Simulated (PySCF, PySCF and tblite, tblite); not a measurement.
# C₃H₄F₄: conformers and averaged spectra

Which conformers does C₃H₄F₄ (`FCCC(F)(F)F`) populate, and what do their averaged NMR parameters look like?

Computed with tblite 0.8.0 (tight binding) and PySCF 2.14.0 (DFT, with response routines of our own); each step states its level. Atoms count from 0 throughout.

## Step 1: The molecule as given

11 atoms, charge 0, multiplicity 1; geometry from: MMFF94s geometry.

Bonds of the start (Å): C1–C2 1.52, C1–H7 1.10, C1–H8 1.11, C2–C3 1.49, C2–H10 1.10, C2–H9 1.10, C3–F4 1.37, C3–F5 1.35, C3–F6 1.35, F0–C1 1.35.

## Step 2: GFN2-xTB relaxation, conformer 1

Job settings and geometry (Å):

```
{"job": {"xc": "GFN2-xTB", "basis": "xTB", "kind": "relax"}, "charge": 0, "multiplicity": 1}
F     -2.365600    -0.026500    -0.305600
C     -1.195500     0.263700     0.295100
C     -0.067000    -0.315600    -0.534100
C      1.251200    -0.014700     0.091500
F      1.332600    -0.570700     1.338800
F      2.255400    -0.527800    -0.644700
F      1.457500     1.309400     0.218800
H     -1.110000     1.351100     0.403800
H     -1.211600    -0.187400     1.305700
H     -0.121900     0.115000    -1.540500
H     -0.219600    -1.394000    -0.654700
```

Started as:

```sh
> OMP_NUM_THREADS=1 python ens_run.py task.json out
```

This one command runs the whole study; its stages follow in the order run.

Log:

```text
step      E/eV     max force
  0    -745.66930    0.982
  1    -745.70612    0.414
  2    -745.71734    0.273
  3    -745.72638    0.206
  4    -745.72905    0.178
  5    -745.73139    0.152
  6    -745.73292    0.126
  7    -745.73371    0.052
  8    -745.73396    0.036
  9    -745.73396    0.036
 10    -745.73404    0.030
 11    -745.73421    0.029
 12    -745.73425    0.029
 13    -745.73435    0.016
 14    -745.73438    0.016
 15    -745.73442    0.018
 16    -745.73446    0.016
 17    -745.73450    0.012
 18    -745.73452    0.012
 19    -745.73454    0.012
 20    -745.73457    0.014
 21    -745.73460    0.015
 22    -745.73462    0.009
 23    -745.73464    0.006
 24    -745.73464    0.007
 25    -745.73464    0.006
 26    -745.73465    0.004
```

Run time: 0.13 s. Hardware: 1 thread of Arm Neoverse V1, shared host.

The energy fell by 0.065 eV, and the atoms moved 0.03 Å (root mean square).

GFN2-xTB relaxation, conformer 2:

Job settings and geometry (Å):

```
{"job": {"xc": "GFN2-xTB", "basis": "xTB", "kind": "relax"}, "charge": 0, "multiplicity": 1}
F     -1.238600    -0.986700     1.196900
C     -1.269500    -0.070700     0.179700
C      0.012400    -0.205800    -0.616200
C      1.192600     0.259000     0.175100
F      2.314600     0.175500    -0.561400
F      1.050300     1.537900     0.568400
F      1.393300    -0.496600     1.279300
H     -2.133100    -0.287100    -0.426500
H     -1.381200     0.917800     0.625800
H     -0.080100     0.405400    -1.522000
H      0.144700    -1.246100    -0.924900
```

Log:

```text
step      E/eV     max force
  0    -745.63122    1.103
  1    -745.65795    0.279
  2    -745.66694    0.255
  3    -745.67501    0.158
  4    -745.67666    0.147
  5    -745.67844    0.121
  6    -745.67978    0.118
  7    -745.68065    0.071
  8    -745.68110    0.063
  9    -745.68156    0.071
 10    -745.68218    0.082
 11    -745.68287    0.083
 12    -745.68344    0.059
 13    -745.68388    0.062
 14    -745.68435    0.061
 15    -745.68481    0.062
 16    -745.68511    0.050
 17    -745.68526    0.033
 18    -745.68526    0.033
 19    -745.68531    0.030
 20    -745.68555    0.025
 21    -745.68559    0.024
 22    -745.68576    0.023
 23    -745.68584    0.024
 24    -745.68594    0.024
 25    -745.68601    0.022
 26    -745.68609    0.022
 27    -745.68616    0.024
 28    -745.68625    0.029
 29    -745.68636    0.033
 30    -745.68649    0.039
 31    -745.68661    0.041
 32    -745.68672    0.040
 33    -745.68684    0.033
 34    -745.68696    0.031
 35    -745.68706    0.025
 36    -745.68713    0.025
 37    -745.68718    0.020
 38    -745.68721    0.012
 39    -745.68723    0.011
 40    -745.68725    0.011
 41    -745.68726    0.010
 42    -745.68727    0.009
 43    -745.68729    0.008
 44    -745.68729    0.006
 45    -745.68730    0.006
 46    -745.68730    0.006
 47    -745.68730    0.005
 48    -745.68731    0.005
 49    -745.68731    0.006
 50    -745.68731    0.007
 51    -745.68732    0.007
 52    -745.68732    0.006
 53    -745.68733    0.004
 54    -745.68733    0.004
```

Run time: 0.19 s. Hardware: 1 thread of Arm Neoverse V1, shared host.

The energy fell by 0.056 eV, and the atoms moved 0.07 Å (root mean square).

## Step 3: DFT optimisation, start 1: PBE0-D3(BJ)/def2-SVP

Job settings and geometry (Å):

```
{"job": {"kind": "geom", "xc": "PBE0", "basis": "def2-SVP", "d3": "d3bj", "grid": 1, "maxiter": 40}, "charge": 0, "multiplicity": 1}
F     -2.414004    -0.011777    -0.291149
C     -1.214877     0.261831     0.306251
C     -0.084593    -0.315403    -0.544622
C      1.260398    -0.027597     0.089021
F      1.368836    -0.557381     1.316594
F      2.271364    -0.523084    -0.634825
F      1.489533     1.287375     0.222123
H     -1.136917     1.350959     0.388609
H     -1.239081    -0.194312     1.301445
H     -0.098055     0.129615    -1.541729
H     -0.197181    -1.397555    -0.637681
```

Log:

```text
step      E/eV     max force
  0    -14019.56412   1.0211
  1    -14019.59084   0.2859
  2    -14019.59255   0.0414
  3    -14019.59260   0.0154
```

Run time: 19 s. Hardware: 1 thread of Arm Neoverse V1, shared host; peak memory 0.49 GiB.

Relaxing gained 0.028 eV and moved the atoms by 0.02 Å on average (rms).

## Step 4: DFT optimisation, start 2: PBE0-D3(BJ)/def2-SVP

Job settings and geometry (Å):

```
{"job": {"kind": "geom", "xc": "PBE0", "basis": "def2-SVP", "d3": "d3bj", "grid": 1, "maxiter": 40}, "charge": 0, "multiplicity": 1}
F     -1.369285    -1.035976     1.158913
C     -1.294639    -0.077431     0.186884
C      0.000333    -0.223961    -0.607475
C      1.213068     0.264773     0.168091
F      2.318675     0.225989    -0.594010
F      1.072725     1.539854     0.566176
F      1.474534    -0.454999     1.259267
H     -2.160382    -0.223430    -0.466535
H     -1.355316     0.895394     0.685575
H     -0.059267     0.365776    -1.522819
H      0.164978    -1.273319    -0.860031
```

Log:

```text
step      E/eV     max force
  0    -14019.54679   1.1044
  1    -14019.57505   0.3873
  2    -14019.57798   0.2471
  3    -14019.58062   0.0936
  4    -14019.58259   0.0734
  5    -14019.58275   0.0380
  6    -14019.58279   0.0036
```

Run time: 32 s. Hardware: 1 thread of Arm Neoverse V1, shared host; peak memory 0.49 GiB.

Relaxing gained 0.036 eV and moved the atoms by 0.05 Å on average (rms).

## Step 5: Shieldings, conformer 1: PBE0/pcSseg-1

Job settings and geometry (Å):

```
{"job": {"xc": "PBE0", "basis": "pcSseg-1", "kind": "nmr", "pop": true}, "charge": 0, "multiplicity": 1}
F     -2.408185    -0.032236    -0.323264
C     -1.225329     0.258605     0.299795
C     -0.082292    -0.301674    -0.521545
C      1.264698    -0.027724     0.089704
F      1.365972    -0.561118     1.314067
F      2.249867    -0.534029    -0.652513
F      1.487087     1.286954     0.215187
H     -1.130724     1.352084     0.400845
H     -1.231508    -0.184709     1.309219
H     -0.092457     0.137278    -1.529758
H     -0.191705    -1.390761    -0.627700
```

Log:

```text
coarse grid: 10088 points
cycle   1  E = -515.3411990429  dE =  9.990e-01  |g| = 9.435e-01  |ddm| = 2.742e+00
cycle   2  E = -515.1993886410  dE =  1.418e-01  |g| = 1.387e+00  |ddm| = 1.190e+00
cycle   3  E = -515.4861360095  dE = -2.867e-01  |g| = 6.278e-02  |ddm| = 7.369e-01
cycle   4  E = -515.4866883845  dE = -5.524e-04  |g| = 3.554e-02  |ddm| = 6.032e-02
cycle   5  E = -515.4869569375  dE = -2.686e-04  |g| = 5.435e-03  |ddm| = 2.667e-02
cycle   6  E = -515.4869610606  dE = -4.123e-06  |g| = 2.198e-03  |ddm| = 3.512e-03
final grid: 101528 points
cycle   7  E = -515.5542209482  dE = -4.592e-05  |g| = 8.438e-03  |ddm| = 1.938e-02
cycle   8  E = -515.5542093541  dE =  1.159e-05  |g| = 1.219e-02  |ddm| = 1.223e-02
cycle   9  E = -515.5542344251  dE = -2.507e-05  |g| = 6.982e-04  |ddm| = 6.902e-03
cycle  10  E = -515.5542345143  dE = -8.914e-08  |g| = 2.123e-04  |ddm| = 6.711e-04
cycle  11  E = -515.5542345222  dE = -7.916e-09  |g| = 4.584e-05  |ddm| = 1.622e-04
cycle  12  E = -515.5542345225  dE = -3.228e-10  |g| = 1.431e-05  |ddm| = 3.534e-05
converged SCF energy = -515.5542345225

GIAO shielding tensors (ppm)
atom      isotropic    diamagn.    paramagn.     s11        s22        s33       span
  0 F      428.914     469.698     -40.784    397.040    425.464    464.238     67.198
  1 C      106.406     242.976    -136.570     70.371     81.894    166.951     96.580
  2 C      146.881     251.031    -104.150    125.037    144.179    171.426     46.390
  3 C       54.526     242.030    -187.504     53.149     53.728     56.701      3.552
  4 F      261.099     474.246    -213.146    169.882    272.062    341.354    171.472
  5 F      251.140     471.472    -220.332    164.575    249.417    339.428    174.854
  6 F      260.993     474.240    -213.246    169.769    271.891    341.320    171.551
  7 H       26.687      28.507      -1.820     22.065     28.300     29.697      7.632
  8 H       26.681      28.500      -1.819     22.055     28.294     29.694      7.639
  9 H       28.968      29.564      -0.596     25.634     28.462     32.808      7.174
 10 H       28.969      29.564      -0.595     25.625     28.464     32.817      7.192
```

Run time: 10 s. Hardware: 1 thread of Arm Neoverse V1, shared host; peak memory 0.72 GiB.

This run: HOMO -9.92 eV, LUMO 1.56 eV; dipole 0.37 D.

## Step 6: Single-point energy, conformer 1: PBE0/def2-TZVP

Changed since step 5:

```diff
@@ -1,2 +1,2 @@
-{"job": {"xc": "PBE0", "basis": "pcSseg-1", "kind": "nmr", "pop": true}, "charge": 0, "multiplicity": 1}
+{"job": {"xc": "PBE0", "basis": "def2-TZVP", "kind": "sp"}, "charge": 0, "multiplicity": 1}
 F     -2.408185    -0.032236    -0.323264
```

Log:

```text
coarse grid: 10088 points
cycle   1  E = -515.6605349674  dE =  1.007e+00  |g| = 9.686e-01  |ddm| = 2.577e+00
cycle   2  E = -515.4968497636  dE =  1.637e-01  |g| = 1.461e+00  |ddm| = 1.226e+00
cycle   3  E = -515.8080069787  dE = -3.112e-01  |g| = 7.063e-02  |ddm| = 7.724e-01
cycle   4  E = -515.8086694534  dE = -6.625e-04  |g| = 4.182e-02  |ddm| = 6.939e-02
cycle   5  E = -515.8090132517  dE = -3.438e-04  |g| = 7.655e-03  |ddm| = 2.912e-02
cycle   6  E = -515.8090205436  dE = -7.292e-06  |g| = 2.778e-03  |ddm| = 5.025e-03
final grid: 101528 points
cycle   7  E = -515.8183815435  dE = -9.729e-05  |g| = 7.736e-03  |ddm| = 4.087e-02
cycle   8  E = -515.8183727201  dE =  8.823e-06  |g| = 1.086e-02  |ddm| = 1.013e-02
cycle   9  E = -515.8183922754  dE = -1.956e-05  |g| = 8.981e-04  |ddm| = 6.159e-03
cycle  10  E = -515.8183923907  dE = -1.153e-07  |g| = 2.938e-04  |ddm| = 1.023e-03
cycle  11  E = -515.8183924066  dE = -1.589e-08  |g| = 5.196e-05  |ddm| = 2.691e-04
cycle  12  E = -515.8183924070  dE = -4.376e-10  |g| = 1.868e-05  |ddm| = 4.927e-05
converged SCF energy = -515.8183924070
```

Wall time 9.2 s (1 thread of Arm Neoverse V1, shared host); peak memory 0.94 GiB.

This run: HOMO -9.94 eV, LUMO 1.33 eV; dipole 0.45 D.

## Step 7: Shieldings, conformer 2: PBE0/pcSseg-1

Job settings and geometry (Å):

```
{"job": {"xc": "PBE0", "basis": "pcSseg-1", "kind": "nmr", "pop": false}, "charge": 0, "multiplicity": 1}
F     -1.320368    -0.999984     1.217761
C     -1.292936    -0.093828     0.193904
C     -0.001146    -0.200750    -0.584093
C      1.221005     0.256419     0.172909
F      2.309349     0.187787    -0.600797
F      1.094473     1.529175     0.573848
F      1.450770    -0.480724     1.257355
H     -2.144475    -0.292030    -0.478135
H     -1.408840     0.920018     0.612979
H     -0.068285     0.417818    -1.491613
H      0.165878    -1.241231    -0.900082
```

Log:

```text
coarse grid: 10088 points
cycle   1  E = -515.3424071542  dE =  1.002e+00  |g| = 9.399e-01  |ddm| = 2.743e+00
cycle   2  E = -515.2107147592  dE =  1.317e-01  |g| = 1.364e+00  |ddm| = 1.131e+00
cycle   3  E = -515.4860359623  dE = -2.753e-01  |g| = 6.280e-02  |ddm| = 6.831e-01
cycle   4  E = -515.4866069765  dE = -5.710e-04  |g| = 3.407e-02  |ddm| = 6.006e-02
cycle   5  E = -515.4868604463  dE = -2.535e-04  |g| = 4.416e-03  |ddm| = 2.571e-02
cycle   6  E = -515.4868634375  dE = -2.991e-06  |g| = 1.949e-03  |ddm| = 3.255e-03
final grid: 101528 points
cycle   7  E = -515.5538674960  dE = -4.573e-05  |g| = 8.157e-03  |ddm| = 1.871e-02
cycle   8  E = -515.5538569896  dE =  1.051e-05  |g| = 1.168e-02  |ddm| = 1.123e-02
cycle   9  E = -515.5538800651  dE = -2.308e-05  |g| = 6.460e-04  |ddm| = 6.309e-03
cycle  10  E = -515.5538801413  dE = -7.621e-08  |g| = 2.187e-04  |ddm| = 6.356e-04
cycle  11  E = -515.5538801498  dE = -8.441e-09  |g| = 4.408e-05  |ddm| = 1.612e-04
cycle  12  E = -515.5538801500  dE = -2.428e-10  |g| = 1.663e-05  |ddm| = 3.226e-05
converged SCF energy = -515.5538801500

GIAO shielding tensors (ppm)
atom      isotropic    diamagn.    paramagn.     s11        s22        s33       span
  0 F      414.067     472.522     -58.456    367.155    416.388    458.657     91.502
  1 C      106.898     240.734    -133.836     72.070     84.815    163.809     91.739
  2 C      146.362     251.624    -105.262    135.795    143.059    160.233     24.437
  3 C       53.562     241.007    -187.445     51.170     54.126     55.389      4.219
  4 F      251.957     471.763    -219.806    167.428    248.154    340.290    172.862
  5 F      265.371     474.173    -208.802    175.347    274.820    345.947    170.600
  6 F      255.095     473.643    -218.548    172.425    262.982    329.879    157.454
  7 H       26.781      27.460      -0.679     22.077     26.760     31.506      9.429
  8 H       26.516      28.132      -1.616     22.631     26.930     29.987      7.356
  9 H       29.627      29.902      -0.275     25.581     28.717     34.583      9.003
 10 H       28.855      29.416      -0.562     25.386     27.965     33.214      7.828
```

Run time: 9 s. Hardware: 1 thread of Arm Neoverse V1, shared host; peak memory 0.72 GiB.

This run: HOMO -9.86 eV, LUMO 1.24 eV; dipole 2.91 D.

## Step 8: Single-point energy, conformer 2: PBE0/def2-TZVP

Changed since step 7:

```diff
@@ -1,2 +1,2 @@
-{"job": {"xc": "PBE0", "basis": "pcSseg-1", "kind": "nmr", "pop": false}, "charge": 0, "multiplicity": 1}
+{"job": {"xc": "PBE0", "basis": "def2-TZVP", "kind": "sp"}, "charge": 0, "multiplicity": 1}
 F     -1.320368    -0.999984     1.217761
```

Log:

```text
coarse grid: 10088 points
cycle   1  E = -515.6615256161  dE =  1.010e+00  |g| = 9.646e-01  |ddm| = 2.559e+00
cycle   2  E = -515.5089503267  dE =  1.526e-01  |g| = 1.437e+00  |ddm| = 1.160e+00
cycle   3  E = -515.8077496170  dE = -2.988e-01  |g| = 6.868e-02  |ddm| = 6.964e-01
cycle   4  E = -515.8083905063  dE = -6.409e-04  |g| = 3.931e-02  |ddm| = 6.931e-02
cycle   5  E = -515.8087105428  dE = -3.200e-04  |g| = 6.442e-03  |ddm| = 2.805e-02
cycle   6  E = -515.8087157955  dE = -5.253e-06  |g| = 2.874e-03  |ddm| = 4.653e-03
final grid: 101528 points
cycle   7  E = -515.8177402041  dE = -9.789e-05  |g| = 7.770e-03  |ddm| = 4.734e-02
cycle   8  E = -515.8177310763  dE =  9.128e-06  |g| = 1.098e-02  |ddm| = 9.593e-03
cycle   9  E = -515.8177507871  dE = -1.971e-05  |g| = 8.046e-04  |ddm| = 5.825e-03
cycle  10  E = -515.8177508786  dE = -9.143e-08  |g| = 2.926e-04  |ddm| = 8.482e-04
cycle  11  E = -515.8177508951  dE = -1.648e-08  |g| = 5.004e-05  |ddm| = 2.751e-04
cycle  12  E = -515.8177508954  dE = -3.752e-10  |g| = 1.909e-05  |ddm| = 5.045e-05
converged SCF energy = -515.8177508954
```

Wall time 9.4 s (1 thread of Arm Neoverse V1, shared host); peak memory 0.94 GiB.

In short: HOMO -9.88 eV, LUMO 1.10 eV; dipole 2.84 D.

## Step 9: Couplings, conformer 1: B3LYP/pcJ-1+pcSseg-1

Job settings and geometry (Å):

```
{"job": {"xc": "B3LYP", "basis": {"default": "pcSseg-1", "H": "pcJ-1", "F": "pcJ-1"}, "nuclei": ["H", "F", "P", "Si", "B"], "kind": "j"}, "charge": 0, "multiplicity": 1}
F     -2.408185    -0.032236    -0.323264
C     -1.225329     0.258605     0.299795
C     -0.082292    -0.301674    -0.521545
C      1.264698    -0.027724     0.089704
F      1.365972    -0.561118     1.314067
F      2.249867    -0.534029    -0.652513
F      1.487087     1.286954     0.215187
H     -1.130724     1.352084     0.400845
H     -1.231508    -0.184709     1.309219
H     -0.092457     0.137278    -1.529758
H     -0.191705    -1.390761    -0.627700
```

Log:

```text
coarse grid: 10088 points
cycle   1  E = -515.8817252250  dE =  9.466e-01  |g| = 9.993e-01  |ddm| = 2.558e+00
cycle   2  E = -515.6807604939  dE =  2.010e-01  |g| = 1.575e+00  |ddm| = 1.346e+00
cycle   3  E = -516.0380513027  dE = -3.573e-01  |g| = 7.586e-02  |ddm| = 8.542e-01
cycle   4  E = -516.0388146263  dE = -7.633e-04  |g| = 4.695e-02  |ddm| = 7.605e-02
cycle   5  E = -516.0392837872  dE = -4.692e-04  |g| = 7.047e-03  |ddm| = 3.368e-02
cycle   6  E = -516.0392898794  dE = -6.092e-06  |g| = 3.134e-03  |ddm| = 4.600e-03
final grid: 101528 points
cycle   7  E = -516.1026739153  dE = -1.621e-04  |g| = 9.441e-03  |ddm| = 1.813e-02
cycle   8  E = -516.1026556932  dE =  1.822e-05  |g| = 1.459e-02  |ddm| = 1.322e-02
cycle   9  E = -516.1026871051  dE = -3.141e-05  |g| = 4.402e-04  |ddm| = 8.260e-03
cycle  10  E = -516.1026871226  dE = -1.744e-08  |g| = 3.037e-04  |ddm| = 5.738e-04
cycle  11  E = -516.1026871415  dE = -1.896e-08  |g| = 3.718e-05  |ddm| = 2.323e-04
cycle  12  E = -516.1026871417  dE = -1.590e-10  |g| = 1.683e-05  |ddm| = 2.550e-05
converged SCF energy = -516.1026871417

Indirect spin-spin couplings (Hz)
  i      j    bonds     total        FC       PSO       DSO        SD
  0 F    4 F    4      0.892     0.130     3.247    -0.814    -1.672
  0 F    5 F    4     14.862     4.258     4.931    -0.998     6.672
  0 F    6 F    4      0.950     0.162     3.283    -0.814    -1.681
  0 F    7 H    2     53.122    47.175    10.367    -1.209    -3.210
  0 F    8 H    2     53.143    47.203    10.361    -1.208    -3.213
  0 F    9 H    3      7.614     6.696     1.343     0.007    -0.432
  0 F   10 H    3      7.594     6.677     1.341     0.006    -0.430
  4 F    5 F    2     68.557    41.357   -22.516    -0.415    50.130
  4 F    6 F    2     54.560    40.636   -34.340    -0.334    48.598
  4 F    8 H    4      0.704     0.902    -1.408     1.436    -0.226
  4 F    9 H    3     26.844    27.907     1.042    -2.085    -0.019
  4 F   10 H    3      1.104     0.852     0.493     0.134    -0.375
  5 F    6 F    2     68.406    40.996   -22.267    -0.415    50.092
  5 F    7 H    4     -1.280    -0.751     0.869    -1.299    -0.099
  5 F    8 H    4     -1.285    -0.758     0.869    -1.296    -0.100
  5 F    9 H    3      1.634     1.929    -0.022     0.204    -0.476
  5 F   10 H    3      1.712     2.015    -0.035     0.211    -0.480
  6 F    7 H    4      0.705     0.903    -1.408     1.435    -0.226
  6 F    9 H    3      1.251     1.008     0.478     0.147    -0.382
  6 F   10 H    3     26.989    28.053     1.041    -2.084    -0.020
  7 H    8 H    2    -10.290   -10.163     1.506    -1.633         -
  7 H    9 H    3      5.656     5.692    -0.047     0.010         -
  7 H   10 H    3     13.938    14.355     2.180    -2.596         -
  8 H    9 H    3     13.935    14.351     2.179    -2.596         -
  8 H   10 H    3      5.652     5.689    -0.044     0.007         -
  9 H   10 H    2    -14.973   -15.041     1.498    -1.430         -
```

Run time: 27 s. Hardware: 1 thread of Arm Neoverse V1, shared host; peak memory 0.86 GiB.

This run: HOMO -9.67 eV, LUMO 1.19 eV; dipole 0.37 D.

[end of part 1 of 2]
